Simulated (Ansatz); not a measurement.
**CHGaSi (triplet): from Hartree-Fock to the top rungs at distance Ga2–Si3 = 4.374 Å, cc-pVDZ**

The task here is to estimate one member of a computed series from the others.

Computed with Ansatz 0.2.0, Gaussian basis. Level: cc-pVDZ, core rule «outside noble gas», up to 20 orbitals frozen.

Plan: UHF; CCSD(T) on ROHF; CCSD(T) on UHF; BCCD(T) on ROHF; CISD; CCSDT(Q) on ROHF; CCSDT(Q) on UHF; CASSCF and MRCISD+Q, 4 electrons in 4 orbitals; CASSCF and NEVPT2, 4 electrons in 4 orbitals.

30 further runs of the same task are left out: 2 for a mislabelled method, 2 for a known fault of the program, 19 that didn't finish, 7 set aside as unsound or not needed.

**What is computed**

The geometry derives from a PBE0/def2-TZVP stationary point (not a proven minimum). One bond is set to the value named and the two fragments are kept rigid. No spin-orbit coupling is included. The filled d shell of Ga may be among the frozen orbitals whatever the setting's name suggests; the logs give the count.

4 atoms, charge 0, spin multiplicity 3.

Atoms are counted from 1 here; the program's logs count them from 0.

Bond lengths: C1–Ga2 1.917 Å, Si3–H4 1.540 Å.

Set-up of the first run:

in.yaml reads:

```yaml
crystal:
  periodic: [false, false, false]
  atoms:
    - {symbol: C, position_ang: [0.000000, -0.288968, 3.571874]}
    - {symbol: Ga, position_ang: [0.000000, -0.313391, 1.654911]}
    - {symbol: Si, position_ang: [0.000000, -0.461671, -2.716574]}
    - {symbol: H, position_ang: [0.000000, 1.064030, -2.510211]}
basis:
  gaussian: {orbitals: cc-pVDZ}
magnetization: {spin_polarized: true, initial_magnetization: 2}
hamiltonian: {xc: hf}
output: {orbitals: {seedname: orbitals}}
```

Launch:

```
ansatz run in.yaml --threads 1 --pin off --events-out ev --progress --plain --max-ram 2393MiB
```

Among the steps run: UHF; CCSD(T) on ROHF; CCSD(T) on UHF; BCCD(T) on ROHF; CISD; CCSDT(Q) on ROHF; CCSDT(Q) on UHF; CASSCF and MRCISD+Q, 4 electrons in 4 orbitals; CASSCF and NEVPT2, 4 electrons in 4 orbitals.

One of the session's tables, all rows but one given; the rest of the session is left out.

| method | from UCCSDT(Q) (meV) |
| --- | --- |
| UHF | +6340.6 |
| RMP2 | +2862.2 |
| UMP2 | +1743.9 |
| RCCSD | +403.0 |
| UCCSD | ? |
| RCCSD(T) | -49.4 |
| UCCSD(T) | +65.0 |
| BCCD(T) | +95.6 |
| RCCSDT | +58.7 |
| UCCSDT | +10.8 |
| RCCSDT(Q) | +10.0 |
| UCCSDT(Q) | 0 |
| CASSCF pair | +6518.5 |
| NEVPT2 pair | +1761.4 |
| MRCISD pair | +962.6 |
| MRCISD+Q pair | +119.9 |

Q: Estimate the row for UCCSD from the others.

The run gave: from UCCSDT(Q) (meV): +236.3. In the column «from UCCSDT(Q) (meV)» it lies between MRCISD+Q pair (+119.9) and RCCSD (+403.0).

Among the levels timed on like hardware and quicker than the yardstick, those that no quicker one beats, quickest first: NEVPT2 pair (38 s, +1761.4 meV); MRCISD+Q pair (39 s, +119.9 meV); UCCSD(T) (87 s, +65.0 meV); RCCSD(T) (1.7 min, -49.4 meV).

Not comparable, so not listed: CISD (they don't share determinant, frozen orbitals or solution with the rows shown, or repeat one).

Caveats from the session: The determinant is far from a pure spin state, so its energy mixes those of several spin states (harmless only where they are near-degenerate, as at dissociation). The report flags that the cluster equations may have other roots. Left out of the table: ROHF (another determinant or state than the rows shown). The program flags RCCSD(T), BCCD(T), RCCSDT(Q) as in doubt, so those rows may rest on another solution; read them beside their warnings. Of the multireference levels listed MRCISD+Q pair comes nearest in total energy (+119.9 meV), which doesn't show that its space is the better one. Restricted and unrestricted rows rest on different reference determinants; where their highest levels disagree by more than a few hundredths of an eV, they describe different states and don't form one ladder. Warnings in the runs' records: other roots, other amplitudes.
